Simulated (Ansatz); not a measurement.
Run this with the Ansatz DFT code, driven from Python and show what comes out.

Script `ch3bos_bend.py`:
```python
import ansatz
from ase import Atoms

atoms = Atoms(["S", "C", "B", "O", "H", "H", "H"], positions=[
    [-1.3317, 0.1607, -1.1211],
    [-0.3472, -0.0024, 0.3405],
    [1.0074, -0.6854, 0.0482],
    [-0.1088, -1.3079, 0.6563],
    [-0.9112, 1.509, -1.3634],
    [-0.4581, 0.6666, 1.2315],
    [2.211, -0.4086, 0.1623],
])

first = ansatz.Crystal.molecule_from_ase(atoms).calculation()
first = first.basis(gaussian="cc-pVDZ").functional("r2scan0")
first = first.relax(force_tolerance=0.02, max_steps=80)
atoms.positions = first.run().report["positions_ang"]

rows = []
for angle in [90, 100, 110, 120, 135, 150, 165, 179]:
    bent = atoms.copy()
    bent.set_angle(1, 0, 4, angle, indices=[4])
    calc = (
        ansatz.Crystal.molecule_from_ase(bent).calculation()
        .basis(gaussian="cc-pVDZ")
        .functional("r2scan0")
    )
    rows.append((angle, calc.run().report["free_energy_ev"]))
floor = min(e for _, e in rows)
for angle, e in rows:
    print(f"angle C1-S0-H4 = {angle:3d} deg   {1000 * (e - floor):9.1f} meV")
```

`python ch3bos_bend.py` gives:
```text
angle C1-S0-H4 =  90 deg        53.0 meV
angle C1-S0-H4 = 100 deg         0.0 meV
angle C1-S0-H4 = 110 deg       121.0 meV
angle C1-S0-H4 = 120 deg       394.3 meV
angle C1-S0-H4 = 135 deg      1039.2 meV
angle C1-S0-H4 = 150 deg      1869.9 meV
angle C1-S0-H4 = 165 deg      2671.1 meV
angle C1-S0-H4 = 179 deg      3035.9 meV
```

The scan is rigid, and the energies are electronic, in a modest basis. The zero is the lowest point of the grid, which needn't be the minimum. It ran for 96 s on 1 thread of Arm Neoverse V1, on a shared host, peak memory 0.23 GiB.
